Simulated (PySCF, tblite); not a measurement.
# C7H11P: geometry, infrared bands and NMR shifts

Wanted: the infrared bands and NMR shifts of C7H11P (`C=CC1=CCP(C)C1`), by calculation.

The runs use tblite 0.8.0 and PySCF 2.14.0, with density-fitted response routines of our own; the level of theory stands in each step. All values are computed, except where a source is named. Atoms count from 0, in the outputs and in this text.

### 1 The molecule as given

19 atoms, charge 0, multiplicity 1; geometry from: force field or distance geometry start.

Bonds of the start (Å): C0–C1 1.34, C1–C2 1.44, C2–C3 1.34, C3–C4 1.49, C4–P5 1.82, P5–C6 1.84, P5–C7 1.84, C7–C2 1.50, C0–H8 1.09, C0–H9 1.07, C1–H10 1.09, C3–H11 1.09, C4–H12 1.09, C4–H13 1.08, C6–H14 1.10, C6–H15 1.08, C6–H16 1.09, C7–H17 1.09, C7–H18 1.09.

### 2 Optimising the geometry with GFN2-xTB

What the job is given:

```
{"job": {"kind": "relax", "xc": "GFN2-xTB", "basis": "xTB"}, "charge": 0, "multiplicity": 1}
C      2.906700     0.712600    -0.487400
C      2.068900    -0.322000    -0.331000
C      0.739900    -0.275800     0.227600
C      0.001900    -1.378300     0.382800
C     -1.362100    -1.304100     0.980100
P     -1.624900     0.497000     0.885000
C     -2.262100     0.666100    -0.831200
C      0.121400     1.031500     0.642000
H      2.634500     1.727500    -0.215900
H      3.885500     0.564500    -0.899200
H      2.435100    -1.312000    -0.617900
H      0.380300    -2.371400     0.133400
H     -2.094100    -1.864900     0.394000
H     -1.354900    -1.679300     1.996600
H     -2.335100     1.728600    -1.099700
H     -1.634000     0.163600    -1.554800
H     -3.266000     0.237000    -0.891100
H      0.187500     1.796400    -0.130400
H      0.561500     1.392400     1.574400
```

Launch:

```sh
$ OMP_NUM_THREADS=1 python probes_run.py task.json out
```

One launch serves the whole session: the jobs run in the order shown.

**Question.** This job is followed by: GFN2-xTB harmonic vibrations, gas phase; GIAO PBE0/pcSseg-1 NMR shielding, non-relativistic, gas phase. Predict these results of the whole session: strongest single infrared mode (GFN2-xTB); zero-point energy (GFN2-xTB); 13C shifts against TMS (PBE0/pcSseg-1); 1H shifts against TMS (PBE0/pcSseg-1, means over atoms taken as alike); 31P shifts against H3PO4 (PBE0/pcSseg-1).

As calculated:

```
                                                              quantity                                             value
                             strongest single infrared mode (GFN2-xTB)                              3077 cm⁻¹, 56 km/mol
                                          zero-point energy (GFN2-xTB)                                     97.7 kcal/mol
                                13C shifts against TMS (PBE0/pcSseg-1)  149.1, 142.9, 139.2, 120.7, 39.4, 35.5, 14.7 ppm
1H shifts against TMS (PBE0/pcSseg-1, means over atoms taken as alike)      7.05, 6.02, 5.42, 5.41, 2.52, 2.37, 0.90 ppm
                              31P shifts against H3PO4 (PBE0/pcSseg-1)                                         -41.9 ppm
```

In words: Relaxing lowered the energy by 0.295 eV in 68 steps; the close pair that moved most is C4–P5, from 1.823 to 1.871 Å. All 51 modes are real, so the xTB geometry is a minimum. The strongest single mode, at 3077 cm⁻¹, moves mainly H11. GFN2-xTB is a fitted tight-binding method: band positions and strengths are rough. Its intensities can rank the bands wrongly. At PBE0/pcSseg-1: The widest tensor belongs to C1: span 225 ppm, with a paramagnetic part of -206 ppm.
